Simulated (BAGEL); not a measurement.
# GaHCl (SMILES [Cl][GaH]): CASPT2(11,9)/6-31G(d) (density fitting with qzvpp-jkfit, spherical functions)

What is the vertical doublet–quartet gap of GaHCl at CASPT2(11,9)/6-31G* (density fitting with qzvpp-jkfit, spherical functions)? 

Program for the calculation: BAGEL 1.2.2.

4 further runs of the same task are left out: 2 that didn't finish, 2 set aside as unsound or not needed.

## Step 1: The molecule

GaHCl has 3 atoms, charge 0, and is taken as a doublet. As SMILES, `[Cl][GaH]`. Geometry: relaxed at PBE0-D4/def2-TZVP.

Bond lengths: Cl1–Ga2 2.168 Å, Ga2–H3 1.604 Å. Angles: Cl1–Ga2–H3 115.5°.

## Step 2: The energy at CASPT2(11,9)/6-31G(d) (density fitting with qzvpp-jkfit, spherical functions)

caspt2.json

```json
{ "bagel" : [

{
  "title" : "molecule",
  "basis" : "6-31gs.json",
  "df_basis" : "qzvpp-jkfit",
  "angstrom" : true,
  "geometry" : [
    { "atom" : "Cl", "xyz" : [    1.530700,   -0.191300,    0.805700 ] },
    { "atom" : "Ga", "xyz" : [   -0.331100,   -0.583500,   -0.232800 ] },
    { "atom" : "H", "xyz" : [   -1.210500,    0.710000,   -0.586300 ] }
  ]
},
{ "title" : "hf", "charge" : 1 },
{ "title" : "casscf", "nstate" : 1, "nact" : 9, "nclosed" : 19, "nspin" : 1, "maxiter" : 200, "natocc" : true },
{ "title" : "print", "file" : "orbitals.molden", "orbitals" : true },
{ "title" : "smith", "method" : "caspt2", "ms" : true, "xms" : true, "sssr" : true, "shift" : 0.0, "ncore" : 14 }

]}
```

The basis set 6-31G* is read from a file made from the Basis Set Exchange's data (not shown).

Launch:

```console
$ BAGEL_NUM_THREADS=1 BAGEL caspt2.json > caspt2.out
```

What it wrote:

```text
* using 1 threads per process

  ===============================================================
  ===============================================================

  *** Geometry ***

  { "atom" : "Cl", "xyz" : [      2.892604,     -0.361505,      1.522552 ] },
  { "atom" : "Ga", "xyz" : [     -0.625688,     -1.102655,     -0.439928 ] },
  { "atom" : "H", "xyz" : [     -2.287513,      1.341706,     -1.107946 ] },

  Number of auxiliary basis functions:      412

  Since a DF basis is specified, we compute 2- and 3-index integrals:
    o Being stored without compression. Storage requirement is 0.009 GB

  Number of basis functions:       52
  Number of electrons      :       49

    * METHOD: MOLECULE                             0.15

  *** RHF ***

  === Nuclear Repulsion ===
   141.6931163696

      * DIIS with orbital gradients will be used.

  === RHF iteration (6-31gs.json) ===
      0      -2382.64765531          0.01497666           0.03
      1      -2382.71901099          0.00932002           0.03
      2      -2382.74019241          0.00133156           0.03
      3      -2382.74105175          0.00051818           0.03
      4      -2382.74117946          0.00013198           0.03
      5      -2382.74119403          0.00004787           0.03
      6      -2382.74119624          0.00002149           0.03
      7      -2382.74119680          0.00000462           0.03
      8      -2382.74119682          0.00000142           0.03
      9      -2382.74119682          0.00000057           0.03
     10      -2382.74119682          0.00000012           0.03
     11      -2382.74119682          0.00000005           0.03
     12      -2382.74119682          0.00000002           0.03
     13      -2382.74119682          0.00000001           0.03
    * SCF iteration converged.

    * Permanent dipole moment:
           (    1.644538,     0.789178,     0.958338) a.u.

    * METHOD: HF                                   0.56

  ---------------------------
      CASSCF calculation
  ---------------------------

    * nstate   :      1
    * nclosed  :     19
    * nact     :      9
    * nvirt    :     24
  === CASSCF iteration (6-31gs.json) ===

    * Using the second-order algorithm

      0  0     -2383.04678380     9.44e-03      0.11

      1  0     -2383.06520608     1.34e-03      0.24

      2  0     -2383.07590282     8.89e-04      0.25

      3  0     -2383.08566606     8.59e-04      0.25

      4  0     -2383.09060579     5.98e-04      0.26

      5  0     -2383.09289245     5.06e-04      0.26

      6  0     -2383.09434571     4.46e-04      0.25

      7  0     -2383.09509590     3.58e-04      0.25

      8  0     -2383.09538354     2.44e-04      0.25

      9  0     -2383.09547923     1.47e-04      0.24

     10  0     -2383.09551035     8.37e-05      0.24

     11  0     -2383.09552075     4.67e-05      0.24

     12  0     -2383.09552437     2.63e-05      0.24

     13  0     -2383.09552567     1.50e-05      0.24

     14  0     -2383.09552615     8.75e-06      0.24

     15  0     -2383.09552634     5.18e-06      0.25

     16  0     -2383.09552641     3.12e-06      0.25

     17  0     -2383.09552644     1.90e-06      0.26

     18  0     -2383.09552645     1.17e-06      0.26

     19  0     -2383.09552645     7.27e-07      0.25

     20  0     -2383.09552645     4.56e-07      0.25

     21  0     -2383.09552645     2.89e-07      0.26

     22  0     -2383.09552645     1.84e-07      0.25

     23  0     -2383.09552645     1.19e-07      0.25

     24  0     -2383.09552645     7.69e-08      0.25

     25  0     -2383.09552645     5.02e-08      0.25

     26  0     -2383.09552645     3.30e-08      0.23

     27  0     -2383.09552646     2.18e-08      0.23

     28  0     -2383.09552645     1.45e-08      0.24

     29  0     -2383.09552645     9.69e-09      0.23

    * Second-order optimization converged. *

     guess   0:   closed 11111....            open .....1...

  === FCI iteration ===

      0  0     -2383.04878721     2.70e-03      0.00
      1  0     -2383.09341225     6.73e-04      0.00
      2  0     -2383.09539537     1.71e-04      0.00
      3  0     -2383.09551532     4.47e-05      0.00
      4  0     -2383.09552502     1.51e-05      0.00
      5  0     -2383.09552628     5.83e-06      0.00
      6  0     -2383.09552644     1.82e-06      0.00
      7  0     -2383.09552645     6.36e-07      0.00
      8  0     -2383.09552645     1.58e-07      0.00
      9  0     -2383.09552645     4.30e-08      0.00
     10  0     -2383.09552645     1.43e-08      0.00
     11  0     -2383.09552645     4.84e-09      0.00
     12  0     -2383.09552645     1.41e-09      0.00
     13  0     -2383.09552645     4.28e-10      0.00
     14  0     -2383.09552645     1.19e-10      0.00
     15  0 *   -2383.09552645     3.56e-11      0.00

     * ci vector, state   0, <S^2> = 0.7500
       22222a...     0.9842243515
       2222.a2..     0.0710456264

    * METHOD: CASSCF                               7.43

    * METHOD: PRINT                                0.01

  === SMITH program ===

    * freezing 14 orbitals

    * Approximate memory requirement for SMITH calulation per MPI process:
      o Storage requirement for T-amplitude, lambda, and residual is 0.00 GB
      o Storage requirement for MO integrals is 0.00 GB
    * Calculating and saving rdm4f

    * Zeroth order energy : state  0       -6.1606967324

    * CASPT2 iteration is performed using redundant basis

      ---- iteration ----

        0    -0.30963813     0.00819109      0.13
        1    -0.31148142     0.00138641      0.13
        2    -0.31157047     0.00019174      0.13
        3    -0.31157309     0.00004971      0.13
        4    -0.31157331     0.00000937      0.14
        5    -0.31157332     0.00000252      0.13
        6    -0.31157332     0.00000052      0.14

      -------------------

    * CASPT2 energy : state  0    -2383.4070997761
        reference weight              0.9252505104

    * METHOD: SMITH                                4.06

  ===============================================================
```

Wall time 13 s (1 thread of Arm Neoverse V1, shared host); peak memory 0.88 GiB.

## Step 3: The quartet at the same level

caspt2.json

```json
{ "bagel": [

{
  "title": "molecule",
  "basis": "6-31gs.json",
  "df_basis": "qzvpp-jkfit",
  "angstrom": true,
  "geometry": [
    { "atom": "Cl", "xyz": [    1.530700,   -0.191300,    0.805700 ] },
    { "atom": "Ga", "xyz": [   -0.331100,   -0.583500,   -0.232800 ] },
    { "atom": "H", "xyz": [   -1.210500,    0.710000,   -0.586300 ] }
  ]
},
{ "title": "hf", "charge": 1 },
{ "title": "casscf", "nstate": 1, "nact": 9, "nclosed": 19, "nspin": 3, "maxiter": 200, "natocc": true },
{ "title": "print", "file": "orbitals.molden", "orbitals": true },
{ "title": "smith", "method": "caspt2", "ms": true, "xms": true, "sssr": true, "shift": 0.0, "ncore": 14 }

]}
```

The basis set 6-31G* is read from a file made from the Basis Set Exchange's data (not shown).

Launch:

```console
$ BAGEL_NUM_THREADS=1 BAGEL caspt2.json > caspt2.out
```

What it wrote:

```text
* using 1 threads per process

  ===============================================================
  ===============================================================

  *** Geometry ***

  { "atom" : "Cl", "xyz" : [      2.892604,     -0.361505,      1.522552 ] },
  { "atom" : "Ga", "xyz" : [     -0.625688,     -1.102655,     -0.439928 ] },
  { "atom" : "H", "xyz" : [     -2.287513,      1.341706,     -1.107946 ] },

  Number of auxiliary basis functions:      412

  Since a DF basis is specified, we compute 2- and 3-index integrals:
    o Being stored without compression. Storage requirement is 0.009 GB

  Number of basis functions:       52
  Number of electrons      :       49

    * METHOD: MOLECULE                             0.15

  *** RHF ***

  === Nuclear Repulsion ===
   141.6931163696

      * DIIS with orbital gradients will be used.

  === RHF iteration (6-31gs.json) ===
      0      -2382.64765531          0.01497666           0.03
      1      -2382.71901099          0.00932002           0.03
      2      -2382.74019241          0.00133156           0.03
      3      -2382.74105175          0.00051818           0.03
      4      -2382.74117946          0.00013198           0.03
      5      -2382.74119403          0.00004787           0.03
      6      -2382.74119624          0.00002149           0.03
      7      -2382.74119680          0.00000462           0.03
      8      -2382.74119682          0.00000142           0.03
      9      -2382.74119682          0.00000057           0.03
     10      -2382.74119682          0.00000012           0.03
     11      -2382.74119682          0.00000005           0.03
     12      -2382.74119682          0.00000002           0.03
     13      -2382.74119682          0.00000001           0.03
    * SCF iteration converged.

    * Permanent dipole moment:
           (    1.644538,     0.789178,     0.958338) a.u.

    * METHOD: HF                                   0.55

  ---------------------------
      CASSCF calculation
  ---------------------------

    * nstate   :      1
    * nclosed  :     19
    * nact     :      9
    * nvirt    :     24
  === CASSCF iteration (6-31gs.json) ===

    * Using the second-order algorithm

      0  0     -2382.83287685     1.27e-02      0.07

      1  0     -2382.86726838     2.84e-03      0.22

      2  0     -2382.87999070     1.25e-03      0.20

      3  0     -2382.88814866     9.64e-04      0.20

      4  0     -2382.89162650     4.89e-04      0.20

      5  0     -2382.89230598     2.01e-04      0.21

      6  0     -2382.89260743     2.20e-04      0.21

      7  0     -2382.89284754     2.55e-04      0.22

      8  0     -2382.89307434     2.75e-04      0.21

      9  0     -2382.89329332     2.82e-04      0.20

     10  0     -2382.89349516     2.77e-04      0.20

     11  0     -2382.89366701     2.60e-04      0.21

     12  0     -2382.89380117     2.34e-04      0.21

     13  0     -2382.89389821     2.03e-04      0.21

     14  0     -2382.89396447     1.70e-04      0.20

     15  0     -2382.89400792     1.39e-04      0.21

     16  0     -2382.89403564     1.12e-04      0.21

     17  0     -2382.89405302     8.86e-05      0.21

     18  0     -2382.89406375     6.95e-05      0.21

     19  0     -2382.89407032     5.41e-05      0.20

     20  0     -2382.89407431     4.19e-05      0.20

     21  0     -2382.89407672     3.23e-05      0.20

     22  0     -2382.89407817     2.49e-05      0.21

     23  0     -2382.89407904     1.91e-05      0.21

     24  0     -2382.89407956     1.47e-05      0.21

     25  0     -2382.89407987     1.13e-05      0.22

     26  0     -2382.89408005     8.66e-06      0.21

     27  0     -2382.89408016     6.65e-06      0.22

     28  0     -2382.89408023     5.10e-06      0.21

     29  0     -2382.89408027     3.92e-06      0.21

     30  0     -2382.89408029     3.01e-06      0.21

     31  0     -2382.89408030     2.31e-06      0.21

     32  0     -2382.89408031     1.78e-06      0.21

     33  0     -2382.89408031     1.36e-06      0.21

     34  0     -2382.89408032     1.05e-06      0.21

     35  0     -2382.89408032     8.06e-07      0.21

     36  0     -2382.89408032     6.20e-07      0.21

     37  0     -2382.89408032     4.76e-07      0.20

     38  0     -2382.89408032     3.66e-07      0.20

     39  0     -2382.89408032     2.82e-07      0.20

     40  0     -2382.89408032     2.17e-07      0.21

     41  0     -2382.89408032     1.67e-07      0.21

     42  0     -2382.89408032     1.28e-07      0.20

     43  0     -2382.89408032     9.87e-08      0.20

     44  0     -2382.89408032     7.60e-08      0.19

     45  0     -2382.89408032     5.84e-08      0.20

     46  0     -2382.89408032     4.50e-08      0.20

     47  0     -2382.89408032     3.46e-08      0.19

     48  0     -2382.89408032     2.66e-08      0.20

     49  0     -2382.89408032     2.05e-08      0.19

     50  0     -2382.89408032     1.58e-08      0.19

     51  0     -2382.89408032     1.21e-08      0.17

     52  0     -2382.89408032     9.34e-09      0.18

    * Second-order optimization converged. *

     guess   0:   closed 1111.....            open ....111..

  === FCI iteration ===

      0  0     -2382.86005964     3.45e-03      0.00
      1  0     -2382.89197063     8.86e-04      0.00
      2  0     -2382.89383261     2.90e-04      0.00
      3  0     -2382.89404727     9.03e-05      0.00
      4  0     -2382.89407325     4.29e-05      0.00
      5  0     -2382.89407914     1.71e-05      0.00
      6  0     -2382.89408015     6.98e-06      0.00
      7  0     -2382.89408029     2.98e-06      0.00
      8  0     -2382.89408032     1.17e-06      0.00
      9  0     -2382.89408032     4.67e-07      0.00
     10  0     -2382.89408032     1.30e-07      0.00
     11  0     -2382.89408032     4.27e-08      0.00
     12  0     -2382.89408032     1.65e-08      0.00
     13  0     -2382.89408032     5.58e-09      0.00
     14  0     -2382.89408032     1.58e-09      0.00
     15  0     -2382.89408032     4.45e-10      0.00
     16  0     -2382.89408032     1.29e-10      0.00
     17  0 *   -2382.89408032     3.69e-11      0.00

     * ci vector, state   0, <S^2> = 3.7500
       2222aaa..    -0.9878859567
       222.aaa2.    -0.0630411302

    * METHOD: CASSCF                              10.83

    * METHOD: PRINT                                0.01

  === SMITH program ===

    * freezing 14 orbitals

    * Approximate memory requirement for SMITH calulation per MPI process:
      o Storage requirement for T-amplitude, lambda, and residual is 0.00 GB
      o Storage requirement for MO integrals is 0.00 GB
    * Calculating and saving rdm4f

    * Zeroth order energy : state  0       -5.7397919542

    * CASPT2 iteration is performed using redundant basis

      ---- iteration ----

        0    -0.31668672     0.00650507      0.13
        1    -0.31785576     0.00085754      0.13
        2    -0.31789470     0.00010329      0.13
        3    -0.31789535     0.00001989      0.13
        4    -0.31789538     0.00000315      0.13
        5    -0.31789538     0.00000065      0.13

      -------------------

    * CASPT2 energy : state  0    -2383.2119757037
        reference weight              0.9171278780

    * METHOD: SMITH                                3.36

  ===============================================================
```

It took 15 s on 1 thread of Arm Neoverse V1, shared host; peak memory 0.42 GiB.

## Step 4: Summary of results

At CASPT2(11,9)/6-31G* (density fitting with qzvpp-jkfit, spherical functions), 14 core orbitals frozen:

| quantity | value |
| --- | --- |
| doublet: total energy | -2383.40710 Eh |
| quartet: total energy | -2383.21198 Eh |
| vertical energy of the quartet above the doublet | 5.310 eV |

At this shape the quartet lies 5.31 eV (512 kJ/mol) above the doublet.
